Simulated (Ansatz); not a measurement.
# Cl− with SiH₄: superposition error and deformation

An exercise on one series of results from a longer session: the logs are not shown, and one member is left open.

The runs use Ansatz 0.2.0, Gaussian basis; PBE0-D4 structures, single points in def2-TZVPPD.

Levels: PBE-D4, revPBE-D4, BLYP-D4, r2SCAN-D4, B97M-V, PBE0-D4, B3LYP-D4, HSE06-D4, wB97X-V, wB97M-V, B2PLYP, Hartree-Fock, MP2, CCSD, CCSD(T).

Cores are frozen in the correlated methods. B3LYP uses VWN-RPA correlation. B2PLYP carries no dispersion term here.

129 further runs of the same task are left out: 129 set aside as unsound or not needed.

**Starting geometry**

The relaxed pair: 6 atoms, charge -1, spin multiplicity 1.

Atoms are counted from 1 here; the program's logs count them from 0.

Bond lengths: Si2–H3 1.495 Å, Si2–H4 1.495 Å, Si2–H5 1.494 Å, Si2–H6 1.495 Å. Angles: H3–Si2–H4 106.1°, H3–Si2–H5 112.7°, H3–Si2–H6 106.1°, H4–Si2–H5 112.7°, H4–Si2–H6 106.1°, H5–Si2–H6 112.6°.

Coordinates:

```xyz
6
ClH4Si
Cl    0.1888   -0.1819   -3.3346
Si   -0.0346    0.0333    0.6203
H     0.8622    1.0856    1.1896
H     0.3369   -1.2429    1.3058
H     0.0621   -0.0618   -0.8675
H    -1.4153    0.3677    1.0865
```

Atoms 1 to 1 are fragment A (Cl−), the rest fragment B (SiH₄). From earlier runs, pair energy (eV) and counterpoise interaction (kcal/mol):

| method | E(pair) | interaction |
| --- | --- | --- |
| PBE-D4 | -20458.22889 | -6.05 |
| revPBE-D4 | -20464.02923 | -6.04 |
| BLYP-D4 | -20467.56834 | -5.34 |
| r2SCAN-D4 | -20465.99383 | -4.68 |
| B97M-V | -20462.42452 | -4.78 |
| PBE0-D4 | -20460.09418 | -5.26 |
| B3LYP-D4 | -20469.20111 | -4.89 |
| HSE06-D4 | -20459.67466 | -5.29 |
| wB97X-V | -20464.54510 | -3.90 |
| wB97M-V | -20465.99160 | -4.06 |
| B2PLYP | -20460.74180 | -3.35 |
| Hartree-Fock | -20430.92465 | -0.67 |
| MP2 | -20440.53278 | -3.40 |
| CCSD(T) | -20442.13227 | -3.48 |

First each fragment is run alone in its own basis, frozen in the shape it has in the pair (a, b).

The first run:

Contents of a/in.yaml:

```yaml
crystal:
  periodic: [false, false, false]
  atoms:
    - {symbol: Cl, position_ang: [0.188765, -0.181899, -3.334647]}
basis:
  gaussian: {orbitals: "def2-TZVPPD.json"}
total_charge: -1
hamiltonian: {xc: {name: wB97X-V}}
```

Contents of b/in.yaml:

```yaml
crystal:
  periodic: [false, false, false]
  atoms:
    - {symbol: Si, position_ang: [-0.034642, 0.033269, 0.620309]}
    - {symbol: H, position_ang: [0.862172, 1.085614, 1.189647]}
    - {symbol: H, position_ang: [0.336893, -1.242860, 1.305766]}
    - {symbol: H, position_ang: [0.062055, -0.061808, -0.867455]}
    - {symbol: H, position_ang: [-1.415343, 0.367683, 1.086480]}
basis:
  gaussian: {orbitals: "def2-TZVPPD.json"}
hamiltonian: {xc: {name: wB97X-V}}
```

The basis file named in the input lies beside it (Basis Set Exchange, JSON).

Each run has its own folder and the same command.

The run is started by

```sh
ansatz run in.yaml --threads 2 --pin off --events-out ev --progress --plain --max-ram 5222MiB
```

Among the steps run: wB97X-V/def2-TZVPPD; wB97M-V/def2-TZVPPD; B2PLYP/def2-TZVPPD; B97M-V/def2-TZVPPD; CCSD(T)/def2-TZVPPD; Relaxing SiH₄ alone; PBE-D4/def2-TZVPPD; r2SCAN-D4/def2-TZVPPD; PBE0-D4/def2-TZVPPD; B3LYP-D4/def2-TZVPPD; BLYP-D4/def2-TZVPPD; revPBE-D4/def2-TZVPPD; HSE06-D4/def2-TZVPPD.

One table of the session follows, with a row left open; its other results are not shown here.

| method | interaction with counterpoise (kcal/mol) |
| --- | --- |
| PBE-D4 | -6.05 |
| revPBE-D4 | -6.04 |
| BLYP-D4 | -5.34 |
| r2SCAN-D4 | -4.68 |
| B97M-V | -4.78 |
| PBE0-D4 | -5.26 |
| B3LYP-D4 | -4.89 |
| HSE06-D4 | -5.29 |
| wB97X-V | -3.90 |
| wB97M-V | -4.06 |
| B2PLYP | -3.35 |
| Hartree-Fock | -0.67 |
| MP2 | -3.40 |
| CCSD | ? |
| CCSD(T) | -3.48 |

Estimate the missing values for CCSD.

As computed: interaction with counterpoise (kcal/mol): -3.05. In the column «interaction with counterpoise (kcal/mol)» it lies between B2PLYP (-3.35) and Hartree-Fock (-0.67).
